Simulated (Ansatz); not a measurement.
# MgO: the cost of one run

Method: DFT r2SCAN, PAW, plane waves, scalar-relativistic, in Ansatz 0.2.0.

## (1) Starting point

The structure is cubic, space group Fm-3m (No. 225). The conventional cell has a = 4.213 Å, b = 4.213 Å, c = 4.213 Å, α = 90.00°, β = 90.00°, γ = 90.00°. Around Mg (site symmetry m-3m) lie 6 O at 2.11 Å. Around O (site symmetry m-3m) lie 6 Mg at 2.11 Å.

Structure file:

```cif
data_structure
_symmetry_space_group_name_H-M 'P 1'
_symmetry_Int_Tables_number 1
_cell_length_a 2.9791
_cell_length_b 2.9791
_cell_length_c 2.9791
_cell_angle_alpha 60.000
_cell_angle_beta 60.000
_cell_angle_gamma 60.000
_cell_volume 18.70
loop_
_atom_site_label
_atom_site_type_symbol
_atom_site_fract_x
_atom_site_fract_y
_atom_site_fract_z
_atom_site_occupancy
Mg1 Mg 0.00000 0.00000 0.00000 1
O1 O 0.50000 0.50000 0.50000 1
```

Atoms are counted from 1 in the order of input.yaml (O2 and so on).

Changes shown after the default run: Fermi–Dirac width 0.0005 eV, no switch to direct minimisation; linear mixing, β 0.4, Kerker; 1 band beyond the filled ones; iteration limit 5; Broyden, β 0.3, history 2, no preconditioner; density-residual threshold 1e-11 eV; Fermi–Dirac smearing, width 0.15 eV; MSR1 mixing, preconditioner Kerker.

The search for lower states is off throughout, and inputs that name a mixer don't switch to direct minimisation unless they say so. Spin polarisation is off.

## (2) Default SCF settings

input.yaml reads:

```yaml
crystal:
  lattice:
    - [0.0, 2.10655, 2.10655]
    - [2.10655, 0.0, 2.10655]
    - [2.10655, 2.10655, 0.0]
  atoms:
    - { symbol: Mg, position: [0.0, 0.0, 0.0] }
    - { symbol: O, position: [0.5, 0.5, 0.5] }
hamiltonian:
  xc: r2scan
  pseudopotentials: { kind: paw }
basis:
  ecutwfc: 500
kpoints:
  mp_grid: { grid: [8, 8, 8] }
scf:
  occupations: { method: fermi_dirac, width: 0.1 }
  lower_state_search: "off"
output:
  forces: true
  stress: true
```

On the command line:

```bash
> ansatz run input.yaml --threads 2 --pin off --max-ram 5120MiB --backend cpu --events-out ev --progress --plain --runs-dir out
```

What time and memory should one allow on 2 threads of Intel Xeon Platinum 8259CL at 2.50GHz (Skylake/Cascade Lake), shared host?

About 1.1 s, with a peak of 0.37 GiB.
